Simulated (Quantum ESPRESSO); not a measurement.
**CoO under changes of volume**

One of the cells (9.684 Å³/atom); the others are scaled copies at fixed shape and fractional positions:

```xyz
2
Lattice="0.0000 2.1315 2.1315 2.1315 0.0000 2.1315 2.1315 2.1315 0.0000" Properties=species:S:1:pos:R:3 pbc="T T T"
Co    0.0000    0.0000    0.0000
O     2.1315    2.1315    2.1315
```

- Program: Quantum ESPRESSO 7.5
- Functional: LDA
- Potentials or basis: GBRV 1.5 LDA
- Cutoff: 762 eV
- Density cutoff: 6095 eV
- k mesh: 11 × 11 × 11
- Occupations: fermi-dirac, width 0.05 eV
- Spin: collinear spin, ferromagnetic start
- Starting moments: [2.0, 0.0] μB

| volume (Å³/atom) | energy over the lowest point (meV/atom) | pressure (GPa) | moment (μB per cell) |
| --- | --- | --- | --- |
| 9.103 | 0.00 | -9.4 | 2.79 |
| 9.297 | ? | ? | ? |
| 9.490 | 30.08 | -15.7 | 2.91 |
| 9.684 | 50.41 | -18.5 | 2.96 |
| 9.878 | 74.06 | -21.2 | 2.98 |
| 10.071 | 100.98 | -23.7 | 2.99 |
| 10.265 | 130.81 | -25.9 | 3.00 |

Question: What does the run at 9.297 Å³/atom give?

Answer: Energy over the lowest point 13.05 meV/atom; pressure -12.7 GPa; moment 2.85 μB per cell.

Worked out: A Birch-Murnaghan fit of order 3 (a polynomial in V^(-2/3)) to the other rows has no minimum within the range. It gives 13.26 meV/atom at 9.297 Å³/atom, against the run's 13.05, and -dE/dV = -12.5 GPa, against -12.7. A parabola through the other rows of the moment, of slope 0.315 μB per Å³/atom there, gives 2.86 μB, against the run's 2.85.

Energies are extrapolated to zero smearing.

Caveats: a cell with one magnetic atom can't hold antiferromagnetic order, which such compounds often take.
